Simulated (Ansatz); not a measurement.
# C3H11AlO: the cost of one run

Method: UKS B3LYP-D4/STO-3G, in Ansatz 0.2.0.

**1. The structure to begin with**

Bond lengths: Al1–C2 2.292 Å, C2–C3 1.523 Å, Al1–C4 1.969 Å, Al1–O5 1.637 Å, Al1–H6 1.730 Å, C2–H8 1.090 Å, C2–H9 1.093 Å, C3–H10 1.142 Å, C3–H11 1.087 Å, C3–H12 1.087 Å, C4–H13 1.093 Å, C4–H14 1.092 Å, C4–H15 1.093 Å, O5–H16 0.944 Å. Angles (14 of 25 angles, heavy atoms first): Al1–C2–C3 79.8°, C2–Al1–C4 112.7°, C2–Al1–O5 111.0°, C4–Al1–O5 133.5°, Al1–C2–H8 130.3°, Al1–C2–H9 116.3°, C3–C2–H8 109.7°, C3–C2–H9 109.5°, C2–Al1–H6 37.6°, C4–Al1–H6 115.3°, O5–Al1–H6 108.7°, C2–C3–H10 111.1°, C2–C3–H11 112.0°, C2–C3–H12 113.6°.

Coordinates:

```xyz
16

Al   -0.6752    0.5337    0.2898
C     1.5373    0.0522   -0.0650
C     0.9336   -0.4866   -1.3547
C    -1.6606   -0.9682    1.0973
O    -1.1333    1.8513   -0.5673
H     0.9075    0.8115    0.9312
H     0.5193    1.3181    1.6902
H     2.3743    0.7112   -0.2974
H     1.9525   -0.7746    0.5165
H    -0.2072   -0.4642   -1.3155
H     1.1992    0.1239   -2.2143
H     1.1945   -1.5224   -1.5574
H    -1.0168   -1.8417    1.2263
H    -1.9982   -0.6866    2.0970
H    -2.5448   -1.2978    0.5456
H    -1.3823    2.6401   -1.0223
```

**2. Run 1**

150 steps of 0.5 fs at constant energy, with velocities drawn for 100 K.

Contents of input.yaml:

```yaml
crystal:
  periodic: [false, false, false]
  atoms:
    - { symbol: Al, position_ang: [-0.6752, 0.5337, 0.2898] }
    - { symbol: C, position_ang: [1.5373, 0.0522, -0.065] }
    - { symbol: C, position_ang: [0.9336, -0.4866, -1.3547] }
    - { symbol: C, position_ang: [-1.6606, -0.9682, 1.0973] }
    - { symbol: O, position_ang: [-1.1333, 1.8513, -0.5673] }
    - { symbol: H, position_ang: [0.9075, 0.8115, 0.9312] }
    - { symbol: H, position_ang: [0.5193, 1.3181, 1.6902] }
    - { symbol: H, position_ang: [2.3743, 0.7112, -0.2974] }
    - { symbol: H, position_ang: [1.9525, -0.7746, 0.5165] }
    - { symbol: H, position_ang: [-0.2072, -0.4642, -1.3155] }
    - { symbol: H, position_ang: [1.1992, 0.1239, -2.2143] }
    - { symbol: H, position_ang: [1.1945, -1.5224, -1.5574] }
    - { symbol: H, position_ang: [-1.0168, -1.8417, 1.2263] }
    - { symbol: H, position_ang: [-1.9982, -0.6866, 2.097] }
    - { symbol: H, position_ang: [-2.5448, -1.2978, 0.5456] }
    - { symbol: H, position_ang: [-1.3823, 2.6401, -1.0223] }
magnetization:
  spin_polarized: true
basis:
  gaussian: { orbitals: STO-3G }
hamiltonian:
  xc: b3lyp
  dispersion: d4
md:
  timestep: 0.5
  n_steps: 150
  ensemble: nve
  temperature: 100.0
  initial_velocities: maxwell_boltzmann
  seed: 550923
```

Command:

```console
$ ansatz run input.yaml --threads 1 --pin off --max-ram 2048MiB --backend cpu --events-out ev --progress --plain --runs-dir out
```

Q: Estimate wall time and peak memory on 1 thread of Intel Xeon Platinum 8488C (Sapphire Rapids), shared host.

About 9 min, with a peak of 0.17 GiB.
